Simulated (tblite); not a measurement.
# C5H16AlAsO: the cost of one run

Programs: tblite 0.8.0 and PySCF 2.14.0, with density-fitted response routines of our own. Each step states its level of theory. These are calculated values for one molecule in the gas phase, unless marked as measured. Atoms count from 0, in the outputs and in this text.

**1. Starting geometry**

24 atoms, charge 0, multiplicity 1; geometry from: force field or distance geometry start.

Bonds of the start (Å): C0–C1 1.51, C1–C2 1.49, C2–Al3 1.98, Al3–O4 1.87, O4–C5 1.38, Al3–As6 2.44, As6–C7 1.99, C0–H8 1.12, C0–H9 1.09, C0–H10 1.12, C1–H11 1.09, C1–H12 1.14, C2–H13 1.11, C2–H14 1.14, Al3–H15 1.58, C5–H16 1.11, C5–H17 1.12, C5–H18 1.11, As6–H19 1.56, As6–H20 1.57, C7–H21 1.11, C7–H22 1.09, C7–H23 1.12.

**2. Optimising the geometry with GFN2-xTB**

What the job is given:

```
{"job": {"kind": "relax", "xc": "GFN2-xTB", "basis": "xTB"}, "charge": 0, "multiplicity": 1}
C      3.288800     0.013800    -0.317200
C      2.311900     1.102200     0.046400
C      1.157800     0.665700     0.885900
Al    -0.015100    -0.685600     0.032900
O     -0.870800    -1.541500     1.455800
C     -1.729900    -2.539400     1.047900
As    -1.784800     0.294400    -1.327100
C     -2.554400     1.898100    -0.444300
H      3.727300    -0.437000     0.614100
H      2.883900    -0.731700    -1.009400
H      4.149100     0.521900    -0.813300
H      1.967800     1.632100    -0.847000
H      2.889400     1.859000     0.667200
H      1.509800     0.246000     1.848700
H      0.536100     1.605800     1.080800
H      0.786500    -1.784900    -0.778100
H     -1.437300    -2.986400     0.074800
H     -1.651000    -3.343700     1.826100
H     -2.785900    -2.227400     0.945000
H     -1.225500     0.676500    -2.730000
H     -2.966100    -0.730500    -1.454600
H     -2.365100     1.858000     0.649200
H     -2.168300     2.826300    -0.872500
H     -3.665800     1.827900    -0.573700
```

Run with:

```console
OMP_NUM_THREADS=1 python probes_run.py task.json out
```

This one command runs all jobs of the session in turn.

**Question.** How long does this first job take on 1 thread of Arm Neoverse N1, shared host?

About 4.6 s.
